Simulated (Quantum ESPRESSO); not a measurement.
# TiH4 in Quantum ESPRESSO: the effect of Hubbard term

The system is TiH4.

```
Ti H
1.0
     1.70981   -2.78907    0.00000
     1.70981    2.78907    0.00000
     0.00000    0.00000    3.34515
Ti H
1 4
Direct
  0.50000 0.50000 0.50000
  0.83935 0.16065 0.50000
  0.27607 0.27607 0.00000
  0.72393 0.72393 0.00000
  0.16065 0.83935 0.50000
```

The cell was built by a generator and needn't be a form met in nature.

Alike in all runs:

```yaml
Program: Quantum ESPRESSO 7.5
Task: single point
Functional: PBE
Potentials_or_basis: SSSP 1.3 efficiency PBE
Cutoff: 816 eV
Density_cutoff: 6531 eV
k_mesh: 9 × 9 × 8
Occupations: fermi-dirac, width 0.05 eV
Spin: no spin polarisation
Hubbard_projectors: ortho-atomic
Mixing_beta: 0.3
Most_SCF_iterations: 120
SCF_threshold: 1e-09 Ry
```

Problem. One run gave: pressure 14.4 GPa. Which Hubbard term did it use?
A. Ti d U = 8 eV
B. Ti d U = 4 eV
C. Ti d U = 5 eV
D. Ti d U = 2 eV
E. none

Solution. A.

```csv
Hubbard term,pressure (GPa)
none,-0.1
Ti d U = 1 eV,1.0
Ti d U = 2 eV,2.2
Ti d U = 3 eV,3.8
Ti d U = 4 eV,5.9
Ti d U = 5 eV,8.3
Ti d U = 6 eV,10.9
Ti d U = 8 eV,14.4
```

Caveats: U without spin polarisation on a metal has little footing (some runs); the U is typed as a test and isn't derived for this compound (some runs).
